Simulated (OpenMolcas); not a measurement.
**C2H6Cd (dimethylcadmium): UHF/ANO-R1 (sfX2C, RICD fitting, scramble 0.25)**

We compute a single-point energy of C2H6Cd (dimethylcadmium). 

Program for the calculation: OpenMolcas 26.06.

## (1) The structure to begin with

C2H6Cd has 9 atoms, charge 0, and is taken as a singlet. As SMILES, `[CH3][Cd][CH3]`. The coordinates come from a PBE0-D4/def2-TZVP relaxation.

Bond lengths: C1–Cd2 2.113 Å, Cd2–C3 2.113 Å, C1–H4 1.092 Å, C1–H5 1.092 Å, C1–H6 1.092 Å, C3–H7 1.092 Å, C3–H8 1.092 Å, C3–H9 1.092 Å. Some angles: C1–Cd2–C3 180.0°, Cd2–C1–H4 110.6°, Cd2–C1–H5 110.6°, Cd2–C1–H6 110.6°, Cd2–C3–H7 110.6°, Cd2–C3–H8 110.6°, Cd2–C3–H9 110.6°, H4–C1–H5 108.3°, H4–C1–H6 108.3°, H5–C1–H6 108.3°.

## (2) The energy at UHF/ANO-R1 (sfX2C, RICD fitting, scramble 0.25)

step1.input

```
&GATEWAY
COORD
9
angstrom
C       -1.073300       1.398600      -1.165600
Cd       0.000000       0.000000       0.000000
C        1.073300      -1.398600       1.165600
H       -1.960900       0.935500      -1.601600
H       -0.451400       1.779800      -1.978200
H       -1.393600       2.244300      -0.553500
H        0.598900      -2.381200       1.121000
H        2.098300      -1.496100       0.802100
H        1.108700      -1.082200       2.210200
BASIS
ANO-R1
GROUP
NoSym
RICD
&SEWARD
&SCF
UHF
SCRAMBLE
0.25
PRORBITALS
1 2
```

Launch:

```
export MOLCAS_MEM=1860
pymolcas step1.input > step1.log
```

Q: Predict the results. Wanted: total energy; dipole moment; HOMO energy; LUMO energy; HOMO–LUMO gap.

Answer, from the run:

At UHF/ANO-R1 (sfX2C, RICD fitting, scramble 0.25):

| quantity | value |
| --- | --- |
| total energy | -5670.61520 Eh |
| dipole moment | 0.00 D |
| HOMO energy | -9.24 eV |
| LUMO energy | 2.98 eV |
| HOMO–LUMO gap | 12.22 eV |
